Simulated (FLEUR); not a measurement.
# AgRh (P-6m2) in FLEUR: notebook

The runs below take AgRh through single point, with PBE.

All numbers are computed with FLEUR MaX-R8.1 (later development tree); they aren't measurements. Logs are shortened: lines on timing, memory, paths and dates and some standing lists are left out, and cuts for length are marked.

## (1) Starting point

It takes space group P-6m2 (No. 187, hexagonal). The conventional cell has a = 2.778 Å, b = 2.778 Å, c = 4.809 Å, α = 90.00°, β = 90.00°, γ = 120.00°. Around Ag (site symmetry -6m2) lie 6 Ag at 2.78 Å and 6 Rh at 2.89 Å. Rh (site symmetry -6m2) is surrounded by 6 Rh at 2.78 Å and 6 Ag at 2.89 Å.

The cell comes from a database or a generator and needn't be the stable form of this composition.

## (2) Single point, PBE

The input, inp.xml:

```xml
<?xml version="1.0" encoding="UTF-8" standalone="no"?>
<fleurInput fleurInputVersion="0.39">
   <comment>
      AgRh                                                                                                
   </comment>
   <calculationSetup>
      <cutoffs Kmax="3.5" Gmax="17.5" GmaxXC="17.5" numbands="0"/>
      <scfLoop itmax="60" minDistance="0.00001" maxIterBroyd="15" imix="Anderson" alpha="0.05" precondParam="0.0" spinf="2.0" sdNocoIR="T"/>
      <coreElectrons ctail="T" frcor="F" kcrel="0" coretail_lmax="0"/>
      <xcFunctional name="pbe" relativisticCorrections="F"/>
      <magnetism jspins="1"/>
      <soc l_soc="F" theta="0.0" phi="0.0" spav="F"/>
      <expertModes spex="0" secvar="F"/>
      <geometryOptimization l_f="F" forcealpha="1.0" forcemix="BFGS" epsdisp="0.00001" epsforce="0.00001"/>
      <ldaU l_linMix="F" mixParam="0.05" spinf="1.0"/>
   </calculationSetup>
   <cell>
      <bzIntegration valenceElectrons="36.0" mode="hist" fermiSmearingEnergy="0.00183747">
         <kPointListSelection listName="default-1"/>
         <!-- k-points included here -->
         <xi:include xmlns:xi="http://www.w3.org/2001/XInclude" href="kpts.xml"> </xi:include>
      </bzIntegration>
      <!-- symmetry operations included here -->
      <xi:include xmlns:xi="http://www.w3.org/2001/XInclude" href="sym.xml"> </xi:include>
      <bulkLattice scale="1.0">
         <bravaisMatrix>
            <row-1>    5.2488809845427440     0.0000000000000000     0.0000000000000000</row-1>
            <row-2>   -2.6244404922713720     4.5456642740953681     0.0000000000000000</row-2>
            <row-3>    0.0000000000000000     0.0000000000000000     9.0869408222038075</row-3>
         </bravaisMatrix>
      </bulkLattice>
   </cell>
   <atomSpecies>
      <species name="Silver (Ag)" element="Ag" atomicNumber="47">
         <mtSphere radius="2.41" gridPoints="803" logIncrement="0.016"/>
         <atomicCutoffs lmax="9" lnonsphr="7"/>
         <electronConfig flipSpins="F">
            <coreConfig>(1s1/2) (2s1/2) (2p1/2) (2p3/2) (3s1/2) (3p1/2) (3p3/2) (3d3/2) (3d5/2)</coreConfig>
            <valenceConfig>(4s1/2) (4p1/2) (4p3/2) (5s1/2) (4d3/2) (4d5/2)</valenceConfig>
            <stateOccupation state="(5s1/2)" spinUp="0.500000" spinDown="0.500000"/>
         </electronConfig>
         <energyParameters s="5" p="5" d="4" f="4"/>
         <lo type="SCLO" l="0" n="4" eDeriv="0"/>
         <lo type="SCLO" l="1" n="4" eDeriv="0"/>
         <lo type="SCLO" l="1" n="4" eDeriv="1"/>
         <lo type="SCLO" l="2" n="4" eDeriv="2"/>
         <lo type="SCLO" l="3" n="4" eDeriv="2"/>
      </species>
      <species name="Rhodium (Rh)" element="Rh" atomicNumber="45">
         <mtSphere radius="2.41" gridPoints="803" logIncrement="0.016"/>
         <atomicCutoffs lmax="9" lnonsphr="7"/>
         <electronConfig flipSpins="F">
            <coreConfig>(1s1/2) (2s1/2) (2p1/2) (2p3/2) (3s1/2) (3p1/2) (3p3/2) (3d3/2) (3d5/2)</coreConfig>
            <valenceConfig>(4s1/2) (4p1/2) (4p3/2) (5s1/2) (4d3/2) (4d5/2)</valenceConfig>
            <stateOccupation state="(5s1/2)" spinUp="0.500000" spinDown="0.500000"/>
            <stateOccupation state="(4d3/2)" spinUp="1.600000" spinDown="1.600000"/>
            <stateOccupation state="(4d5/2)" spinUp="2.400000" spinDown="2.400000"/>
         </electronConfig>
         <energyParameters s="5" p="5" d="4" f="4"/>
         <lo type="SCLO" l="0" n="4" eDeriv="0"/>
         <lo type="SCLO" l="1" n="4" eDeriv="0"/>
         <lo type="SCLO" l="1" n="4" eDeriv="1"/>
         <lo type="SCLO" l="2" n="4" eDeriv="2"/>
         <lo type="SCLO" l="3" n="4" eDeriv="2"/>
      </species>
   </atomSpecies>
   <atomGroups>
      <atomGroup species="Silver (Ag)">
         <relPos label="                   1">.0000000000 .0000000000 1.000/2.000</relPos>
         <force calculate="T" relaxXYZ="TTT"/>
      </atomGroup>
      <atomGroup species="Rhodium (Rh)">
         <relPos label="                   2">-1.000/3.000 1.000/3.000 .0000000000</relPos>
         <force calculate="T" relaxXYZ="TTT"/>
      </atomGroup>
   </atomGroups>
   <output dos="F" band="F" slice="F">
      <checks vchk="F" cdinf="F"/>
      <bandDOS minEnergy="-.5*Htr" maxEnergy="0.5*Htr" sigma="0.015" storeEVData="T"/>
      <vacuumDOS vacdos="F" integ="F" star="F" nstars="0" locx1="0.0" locy1="0.0" locx2="0.0" locy2="0.0" nstm="0" tworkf="0.0"/>
      <unfoldingBand unfoldBand="F" supercellX="1" supercellY="1" supercellZ="1"/>
      <plotting iplot="0" polar="F">
         <plot TwoD="T" vec1="  1.0  0.0  0.0" vec2="  0.0  1.0  0.0" vec3="  0.0  0.0  1.0" zero="  0.0  0.0  0.0" file="plot"/>
      </plotting>
      <chargeDensitySlicing numkpt="0" minEigenval="0.0" maxEigenval="0.0" nnne="0" pallst="F"/>
      <specialOutput eonly="F"/>
      <moessbauerParams electricFieldGradient="T" isomerShift="T" coreHyperfine="T" valenceHyperfine="T"/>
      <magneticCircularDichroism mcd="F" energyLo="-10.0" energyUp="0.0"/>
   </output>
  <!-- We include the file relax.xml here to enable relaxations (see documentation) -->
  <xi:include xmlns:xi="http://www.w3.org/2001/XInclude" href="relax.xml"> <xi:fallback/> </xi:include>
</fleurInput>
```

The input, crystal.txt:

```
AgRh
&input cartesian=F /
2.7775881998  0.0000000000  0.0000000000
-1.3887940999  2.4054619423  0.0000000000
0.0000000000  0.0000000000  4.8086020000
1.8897261246
1.0 1.0 1.0

2
47 0.0000000000  0.0000000000  0.5000000000
45 0.6666666667  0.3333333333  0.0000000000

&kpt div1=11 div2=11 div3=6 gamma=T /
```

Potentials or basis: all-electron, FLAPW.

Started as:

```
> inpgen -f crystal.txt -profile veryFastHighL
> # inp.xml edited to the form shown
> fleur_MPI
```

Standard output:

```text
Welcome to FLEUR        (www.flapw.de)
      MaX-Release 8.1          (www.max-centre.eu)

 ========== k-point set info ==========
 Selected k-point list: default-1
 k-point list type: mesh
 11 x 11 x 6
 Number of k points: 64

 ------------Calculation Setup---------------------------
 Number of MPI-tasks      :            1
 Number of PE/node        :            1
 Number of OMP-threads    :            1
 Most efficient MPI parallelization for:
           1           2           4           8          16          32          64
 Additional eigenvalue parallelization possible
 Number of basis functions:          235
 Approximate size of matrices (H+S) per k-point:         0.002 GB
 --------------------------------------------------------
 Iteration:     1   Distance:      13.39917741 me/bohr^3
 Iteration:     2   Distance:      11.24105516 me/bohr^3
 Iteration:     3   Distance:       6.25691184 me/bohr^3
 Iteration:     4   Distance:       4.30558028 me/bohr^3
 Iteration:     5   Distance:       4.95189966 me/bohr^3
 Iteration:     6   Distance:       0.80545019 me/bohr^3
 Iteration:     7   Distance:       1.37744459 me/bohr^3
 Iteration:     8   Distance:       0.24339275 me/bohr^3
 Iteration:     9   Distance:       0.18035052 me/bohr^3
 Iteration:    10   Distance:       0.05834044 me/bohr^3
 Iteration:    11   Distance:       0.04031993 me/bohr^3
 Iteration:    12   Distance:       0.00878122 me/bohr^3
 Iteration:    13   Distance:       0.00326858 me/bohr^3
 Iteration:    14   Distance:       0.00071300 me/bohr^3
 Iteration:    15   Distance:       0.00014064 me/bohr^3
 Iteration:    16   Distance:       0.00011970 me/bohr^3
 Iteration:    17   Distance:       0.00003720 me/bohr^3
 Iteration:    18   Distance:       0.00002842 me/bohr^3
 Iteration:    19   Distance:       0.00000680 me/bohr^3

 ********************************************************************
 Run finished successfully
 Stop message:
   all done
 ********************************************************************
```

Wall time 36 s (1 thread of Arm Neoverse V2, shared host); peak memory 0.07 GiB.

Results:

```yaml
Free_energy: -274904.4800 eV
Band_gap_on_the_k_mesh: none (metal or under the smearing width)
Valence_electrons_inside_the_program's_atomic_spheres: Ag 17.57; Rh 15.39 (radii Ag 2.41, Rh 2.41 bohr)
```

Levels at points of the mesh, in eV from the Fermi level:
```tsv
k point	band 16	band 17	band 18	band 19	band 20	band 21
(0.00, 0.00, 0.00)	-1.77	-1.77	0.13	0.13	0.18	5.35
(0.00, 0.00, 0.50)	-2.46	-1.58	-1.58	0.10	0.10	11.55
```

Core levels (eV from the Fermi level):
| atom | levels |
| --- | --- |
| 1 Ag | 1s1/2 -25312.3, 2s1/2 -3723.0, 2p1/2 -3459.5, 2p3/2 -3284.1, 3s1/2 -679.8, 3p1/2 -574.9, 3p3/2 -544.0, 3d3/2 -358.5, 3d5/2 -352.2 |
| 2 Rh | 1s1/2 -23022.1, 2s1/2 -3333.2, 2p1/2 -3085.7, 2p3/2 -2941.1, 3s1/2 -592.0, 3p1/2 -495.2, 3p3/2 -470.3, 3d3/2 -298.9, 3d5/2 -294.0 |

## (3) Single point, PBE

Edit inp.xml of step 2 so:

```diff
@@ -6,3 +6,3 @@
    <calculationSetup>
-      <cutoffs Kmax="3.5" Gmax="17.5" GmaxXC="17.5" numbands="0"/>
+      <cutoffs Kmax="4.0" Gmax="20.0" GmaxXC="20.0" numbands="0"/>
       <scfLoop itmax="60" minDistance="0.00001" maxIterBroyd="15" imix="Anderson" alpha="0.05" precondParam="0.0" spinf="2.0" sdNocoIR="T"/>
@@ -35,3 +35,3 @@
          <mtSphere radius="2.41" gridPoints="803" logIncrement="0.016"/>
-         <atomicCutoffs lmax="9" lnonsphr="7"/>
+         <atomicCutoffs lmax="7" lnonsphr="5"/>
          <electronConfig flipSpins="F">
@@ -50,3 +50,3 @@
          <mtSphere radius="2.41" gridPoints="803" logIncrement="0.016"/>
-         <atomicCutoffs lmax="9" lnonsphr="7"/>
+         <atomicCutoffs lmax="7" lnonsphr="5"/>
          <electronConfig flipSpins="F">
```

crystal.txt is that of step 2.

Potentials or basis: all-electron, FLAPW.

Started as:

```
> inpgen -f crystal.txt -profile fast
> # inp.xml edited to the form shown
> fleur_MPI
```

Wall time 49 s (1 thread of Arm Neoverse V2, shared host); peak memory 0.08 GiB.

Results (log left out):

```
Free energy                                           : -274904.6231 eV
Band gap on the k mesh                                : none (metal or under the smearing width)
Valence electrons inside the program's atomic spheres : Ag 17.58; Rh 15.40 (radii Ag 2.41, Rh 2.41 bohr)
```

Levels at points of the mesh, in eV from the Fermi level:
```csv
k point,band 15,band 16,band 17,band 18,band 19,band 20,band 21,band 22
"(0.00, 0.00, 0.00)",-3.05,-1.77,-1.77,0.14,0.14,0.19,5.35,16.53
"(0.00, 0.00, 0.50)",-3.13,-2.45,-1.58,-1.58,0.10,0.10,11.55,12.52
```

Core levels (eV from the Fermi level):
```tsv
atom	levels
1 Ag	1s1/2 -25312.4, 2s1/2 -3723.1, 2p1/2 -3459.5, 2p3/2 -3284.2, 3s1/2 -679.8, 3p1/2 -575.0, 3p3/2 -544.0, 3d3/2 -358.5, 3d5/2 -352.3
2 Rh	1s1/2 -23022.1, 2s1/2 -3333.2, 2p1/2 -3085.7, 2p3/2 -2941.1, 3s1/2 -592.0, 3p1/2 -495.2, 3p3/2 -470.3, 3d3/2 -298.9, 3d5/2 -294.0
```

## (4) Single point, PBE

Edit inp.xml of step 3 so:

```diff
@@ -6,3 +6,3 @@
    <calculationSetup>
-      <cutoffs Kmax="4.0" Gmax="20.0" GmaxXC="20.0" numbands="0"/>
+      <cutoffs Kmax="4.5" Gmax="22.5" GmaxXC="22.5" numbands="0"/>
       <scfLoop itmax="60" minDistance="0.00001" maxIterBroyd="15" imix="Anderson" alpha="0.05" precondParam="0.0" spinf="2.0" sdNocoIR="T"/>
@@ -35,3 +35,3 @@
          <mtSphere radius="2.41" gridPoints="803" logIncrement="0.016"/>
-         <atomicCutoffs lmax="7" lnonsphr="5"/>
+         <atomicCutoffs lmax="9" lnonsphr="7"/>
          <electronConfig flipSpins="F">
@@ -50,3 +50,3 @@
          <mtSphere radius="2.41" gridPoints="803" logIncrement="0.016"/>
-         <atomicCutoffs lmax="7" lnonsphr="5"/>
+         <atomicCutoffs lmax="9" lnonsphr="7"/>
          <electronConfig flipSpins="F">
```

crystal.txt is that of step 3.

Started as:

```
> inpgen -f crystal.txt -profile moderate
> # inp.xml edited to the form shown
> fleur_MPI
```

Run time: 99 s. Hardware: 1 thread of Arm Neoverse V2, shared host; peak memory 0.1 GiB.

Results (log left out):

- Free energy: -274904.6492 eV
- Band gap on the k mesh: none (metal or under the smearing width)
- Valence electrons inside the program's atomic spheres: Ag 17.58; Rh 15.40 (radii Ag 2.41, Rh 2.41 bohr)

Levels at points of the mesh, in eV from the Fermi level:
| k point | band 15 | band 16 | band 17 | band 18 | band 19 | band 20 | band 21 | band 22 |
| --- | --- | --- | --- | --- | --- | --- | --- | --- |
| (0.00, 0.00, 0.00) | -3.05 | -1.77 | -1.77 | 0.14 | 0.14 | 0.19 | 5.36 | 16.53 |
| (0.00, 0.00, 0.50) | -3.13 | -2.45 | -1.58 | -1.58 | 0.10 | 0.10 | 11.56 | 12.52 |

Core levels (eV from the Fermi level):
| atom | levels |
| --- | --- |
| 1 Ag | 1s1/2 -25312.4, 2s1/2 -3723.1, 2p1/2 -3459.5, 2p3/2 -3284.2, 3s1/2 -679.8, 3p1/2 -575.0, 3p3/2 -544.0, 3d3/2 -358.5, 3d5/2 -352.3 |
| 2 Rh | 1s1/2 -23022.1, 2s1/2 -3333.2, 2p1/2 -3085.7, 2p3/2 -2941.1, 3s1/2 -592.0, 3p1/2 -495.2, 3p3/2 -470.3, 3d3/2 -298.9, 3d5/2 -294.0 |

## (5) Summary

```csv
inpgen profile,gmax,lmax,lnonsphr,kmax,gap on the mesh (eV)
veryFastHighL,17.5 1/bohr,"Ag 9, Rh 9","Ag 7, Rh 7",3.5 1/bohr,none
fast,20 1/bohr,"Ag 7, Rh 7","Ag 5, Rh 5",4 1/bohr,none
moderate,22.5 1/bohr,"Ag 9, Rh 9","Ag 7, Rh 7",4.5 1/bohr,none
```

Alike in all rows: task single point; level PBE; potentials or basis all-electron, FLAPW; no spin polarisation; cell as given; k mesh 11 × 11 × 6; smearing fermi-dirac 0.05 eV.

Every run on the cell as given and a fine mesh finds a metal.

Compare energies only between runs with the same functional and basis.
